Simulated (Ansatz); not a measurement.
# MnSb: the cost of one run

Program: Ansatz 0.2.0. Level of theory: DFT LDA, PAW, plane waves, scalar-relativistic. These are calculated values, not measurements.

### Step 1. The starting structure

It takes space group P6_3/mmc (No. 194, hexagonal). Conventional cell: a = 4.130 Å, b = 4.130 Å, c = 5.800 Å, α = 90.00°, β = 90.00°, γ = 120.00°. Sb (site symmetry -6m2) has 6 Mn at 2.79 Å as nearest neighbours. Around Mn (site symmetry -3m) lie 6 Sb at 2.79 Å and 2 Mn at 2.90 Å.

As a file:

```
CELL_PARAMETERS angstrom
4.13000 0.00000 0.00000
-2.06500 3.57668 0.00000
0.00000 0.00000 11.60000
ATOMIC_POSITIONS crystal
Sb 0.33333 0.66667 0.12500
Sb 0.33333 0.66667 0.62500
Sb 0.66667 0.33333 0.37500
Sb 0.66667 0.33333 0.87500
Mn 0.00000 0.00000 0.00000
Mn 0.00000 0.00000 0.50000
Mn 0.00000 0.00000 0.25000
Mn 0.00000 0.00000 0.75000
```

In tables a label like Mn8 counts atoms in the order of input.yaml; a structure file may count by element.

Spins are non-collinear; moments are vectors (x, y, z) in μB. Without spin-orbit coupling a common rotation of all moments costs nothing, so only their relative directions matter.

Planned runs: parallel moments along z; opposed moments ++-- along z; flat spiral with wave vector (0 0 1) of the cell; four moments along the body diagonals; moments in random directions; moments ++-- canted by 35 degrees; moments in random directions; opposed moments +-+- along z; opposed moments ++-+ along z; parallel moments fanned out by 15 degrees; moments in random directions, preconditioner LDOS.

### Step 2. Parallel moments along z

File input.yaml:

```yaml
crystal:
  lattice:
    - [4.12999787, 0.0, 0.0]
    - [-2.06499894, 3.57668307, 0.0]
    - [0.0, 0.0, 11.6]
  atoms:
    - { symbol: Sb, position: [0.3333333, 0.6666667, 0.125] }
    - { symbol: Sb, position: [0.3333333, 0.6666667, 0.625] }
    - { symbol: Sb, position: [0.6666667, 0.3333333, 0.375] }
    - { symbol: Sb, position: [0.6666667, 0.3333333, 0.875] }
    - { symbol: Mn, position: [0.0, 0.0, 0.0], spin: 4.5, spin_axis: [0.0, 0.0, 4.5] }
    - { symbol: Mn, position: [0.0, 0.0, 0.5], spin: 4.5, spin_axis: [0.0, 0.0, 4.5] }
    - { symbol: Mn, position: [0.0, 0.0, 0.25], spin: 4.5, spin_axis: [0.0, 0.0, 4.5] }
    - { symbol: Mn, position: [0.0, 0.0, 0.75], spin: 4.5, spin_axis: [0.0, 0.0, 4.5] }
hamiltonian:
  xc: lda
  pseudopotentials: { kind: paw }
basis:
  ecutwfc: 420
kpoints:
  mp_grid: { grid: [4, 4, 2] }
scf:
  occupations: { method: fermi_dirac, width: 0.1 }
  lower_state_search: "off"
  max_iter: 150
output:
  forces: true
  stress: true
  write_density: true
  write_potential: true
  elf: true
  volumetric_format: npy
magnetization:
  noncollinear: true
```

Run with:

```bash
> ansatz run input.yaml --threads 4 --pin off --max-ram 9216MiB --backend cpu --events-out ev --progress --plain --runs-dir out
```

Q: Estimate wall time and peak memory on 4 threads of Arm Neoverse V1, shared host.

About 39 s, with a peak of 1.4 GiB.
